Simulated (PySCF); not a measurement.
# Pb(CH3)2: other functionals and bases at one geometry

An exercise on one series of results from a longer session: the logs are not shown, and one member is left open.

Program: PySCF 2.14.0. Level of theory: several levels, as the steps say, no spin–orbit coupling. These are calculated values, not measurements.

1 further run of the same task is left out (for a known fault of the program).

### Starting geometry

9 atoms, charge 0, spin multiplicity 1.

Bond lengths: Pb1–C2 2.306 Å, Pb1–C6 2.306 Å, C2–H3 1.100 Å, C2–H4 1.103 Å, C2–H5 1.103 Å, C6–H7 1.100 Å, C6–H8 1.103 Å, C6–H9 1.103 Å. Angles: C2–Pb1–C6 91.4°, Pb1–C2–H3 112.5°, Pb1–C2–H4 109.1°, Pb1–C2–H5 109.1°, H3–C2–H4 109.3°, H3–C2–H5 109.3°, H4–C2–H5 107.5°, Pb1–C6–H7 112.5°, Pb1–C6–H8 109.1°, Pb1–C6–H9 109.1°, H7–C6–H8 109.3°, H7–C6–H9 109.3°, H8–C6–H9 107.5°.

As a file:

```
Pb    0.00000    0.00000   -0.77065
C     1.64945    0.00000    0.84023
H     2.65999    0.00000    0.40697
H     1.52824    0.88910    1.48126
H     1.52824   -0.88910    1.48126
C    -1.64945    0.00000    0.84023
H    -2.65999    0.00000    0.40697
H    -1.52824   -0.88910    1.48126
H    -1.52824    0.88910    1.48126
```

Formal oxidation states: Pb +2. An earlier session relaxed this geometry at PBE0, Pb def2-SVP with ECP60, C def2-SVP, H def2-SVP (singlet, point group C2v).

At PBE0 on the finer grid: E = -272.497238 Eh, HOMO -5.94 eV, LUMO -2.23 eV, Mulliken charge on Pb1 +0.47 e, largest force component 0.005 eV/Å. 

Levels to run: BLYP; r2SCAN; PBE0, TZVP. Hardware: 2 threads of Arm Neoverse V2, shared host.

Set-up of the first run:

run.py (the lines that set the calculation)

```python
mol = gto.M(atom='''
Pb     0.00000     0.00000    -0.77065
C      1.64945     0.00000     0.84023
H      2.65999     0.00000     0.40697
H      1.52824     0.88910     1.48126
H      1.52824    -0.88910     1.48126
C     -1.64945     0.00000     0.84023
H     -2.65999     0.00000     0.40697
H     -1.52824    -0.88910     1.48126
H     -1.52824     0.88910     1.48126''',
    basis={'Pb': 'def2-SVP', 'C': 'def2-SVP', 'H': 'def2-SVP'},
    ecp={'Pb': 'def2-SVP'},
    charge=0, spin=0)
mf = dft.RKS(mol, xc='BLYP')
mf.grids.atom_grid = (75, 302)
mf = mf.density_fit()  # fitting sets: Pb def2-universal-JKFIT, C def2-universal-JKFIT, H def2-universal-JKFIT
mf.conv_tol = 1e-08; mf.max_cycle = 55
mf.kernel(dm0)  # dm0: the density of the relaxed state
```

On the command line:

```
OMP_NUM_THREADS=2 python run.py
```

Among the steps run: BLYP; r2SCAN; PBE0, TZVP.

One table of the session follows, with a row left open; its other results are not shown here.

| level | HOMO (eV) | gap (eV) | charge on Pb1 (e) | dipole (D) | largest force component (eV/Å) |
| --- | --- | --- | --- | --- | --- |
| PBE0 (relaxed here) | -5.94 | 3.72 | 0.47 | 0.53 | 0.01 |
| BLYP | -4.82 | 1.89 | 0.38 | 0.44 | 0.70 |
| r2SCAN | -5.19 | 2.40 | 0.47 | 0.50 | 0.14 |
| PBE0, TZVP | ? | ? | ? | ? | ? |

Estimate the missing values for PBE0, TZVP.

**Answer.** HOMO (eV): -6.01; gap (eV): 3.73; charge on Pb1 (e): 0.58; dipole (D): 0.77; largest force component (eV/Å): 0.32. In the column «HOMO (eV)» it is the lowest.

In one basis the HOMO–LUMO gap runs from 1.89 eV (BLYP) to 3.72 eV (PBE0). The largest leftover force, 0.70 eV/Å with BLYP, stands at a geometry relaxed at another level. Total energies of different levels can't be compared.
